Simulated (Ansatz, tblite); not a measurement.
# [Ga(CN)H3]- (CH₃GaN−): a ladder of methods and basis sets

The task here is to estimate one member of a computed series from the others.

The runs use Ansatz 0.2.0, Gaussian basis; as each input shows.

Levels to be run: GFN1-xTB, PBE-D4/def2-TZVPD, r2SCAN-D4/def2-TZVPD, BHLYP-D4/def2-TZVPD, BLYP-D4/def2-TZVPD, revPBE-D4/def2-TZVPD, PBE-QIDH/def2-TZVPD, HF/def2-TZVPD, r2SCAN0-D4/def2-TZVPD, CAM-B3LYP-D4/def2-TZVPD, PBE-D4/def2-SVPD, PBE0-D4/def2-SVPD, HF/6-31G, B3LYP-D4/6-31G, CCSD(T)/def2-TZVPPD, MP2/def2-TZVPD, RPA/def2-TZVPD.

### The structure

The geometry is that of the singlet, from an earlier relaxation (PBE-D4/def2-TZVPD).

6 atoms, charge -1, spin multiplicity 1.

Bond lengths: Ga1–C2 2.042 Å, Ga1–H4 1.610 Å, Ga1–H5 1.610 Å, Ga1–H6 1.610 Å, C2–N3 1.171 Å. Angles: C2–Ga1–H4 106.1°, C2–Ga1–H5 106.1°, C2–Ga1–H6 106.1°, H4–Ga1–H5 112.6°, H4–Ga1–H6 112.6°, H5–Ga1–H6 112.6°, Ga1–C2–N3 179.8°.

The ion is computed in the gas phase, without counter-ions or solvent.

PBE0-D4/def2-TZVPD was run before; its log isn't repeated, and its numbers join the tables.

Set-up of the first run:

Tight binding, by tblite at 300 K electronic temperature and without a spin-polarisation term:

```python
tblite.interface.Calculator('GFN1-xTB', numbers, positions, charge=-1, uhf=0).singlepoint()
```

start.molden holds the orbitals of an earlier run on this state, given as this run's starting guess.

Contents of in.yaml:

```yaml
crystal:
  periodic: [false, false, false]
  atoms:
    - {symbol: Ga, position_ang: [-0.012354, -0.009875, -0.652085]}
    - {symbol: C, position_ang: [0.024322, 0.021097, 1.389446]}
    - {symbol: N, position_ang: [0.048523, 0.038837, 2.559961]}
    - {symbol: H, position_ang: [1.526530, -0.009900, -1.126077]}
    - {symbol: H, position_ang: [-0.799794, 1.319389, -1.105846]}
    - {symbol: H, position_ang: [-0.787228, -1.359538, -1.065400]}
basis:
  gaussian: {orbitals: def2-TZVPD, initial_orbitals: start.molden}
total_charge: -1
hamiltonian: {xc: pbe, dispersion: d4}
scf: {omitted_lower_state_checks: [starts]}
output: {forces: true, orbitals: {seedname: orbitals}}
```

The run is started by

```sh
$ ansatz run in.yaml --threads 4 --pin off --events-out ev --progress --plain --max-ram 3916MiB
```

Steps of the session up to this table: PBE-D4/def2-TZVPD; r2SCAN-D4/def2-TZVPD; BHLYP-D4/def2-TZVPD; BLYP-D4/def2-TZVPD; revPBE-D4/def2-TZVPD; PBE-QIDH/def2-TZVPD; HF/def2-TZVPD; r2SCAN0-D4/def2-TZVPD; CAM-B3LYP-D4/def2-TZVPD; PBE-D4/def2-SVPD; PBE0-D4/def2-SVPD; HF/6-31G; B3LYP-D4/6-31G; CCSD(T)/def2-TZVPPD; MP2/def2-TZVPD; RPA/def2-TZVPD.

One table of the session follows, with a row left open; its other results are not shown here.

It belongs to the step «Levels side by side». 

```
                  level  HOMO (eV)  LUMO (eV)  gap (eV)
               HF/6-31G      -5.96       7.57     13.52
          HF/def2-TZVPD      -6.15       4.84     10.99
       PBE-D4/def2-SVPD      -1.89       3.47      5.36
      PBE-D4/def2-TZVPD      -1.94       3.39      5.33
   revPBE-D4/def2-TZVPD      -1.89       3.35      5.25
     BLYP-D4/def2-TZVPD          ?          ?         ?
   r2SCAN-D4/def2-TZVPD      -2.23       4.19      6.42
         B3LYP-D4/6-31G      -2.72       5.40      8.12
      PBE0-D4/def2-SVPD      -3.11       3.90      7.01
     PBE0-D4/def2-TZVPD      -3.14       3.81      6.95
  r2SCAN0-D4/def2-TZVPD      -3.34       4.35      7.69
    BHLYP-D4/def2-TZVPD      -4.30       4.07      8.38
CAM-B3LYP-D4/def2-TZVPD      -4.53       4.18      8.71
```

Q: Estimate the row for BLYP-D4/def2-TZVPD from the others.

**Answer.** HOMO (eV): -1.85; LUMO (eV): 3.38; gap (eV): 5.23. In the column «HOMO (eV)» it is the highest.
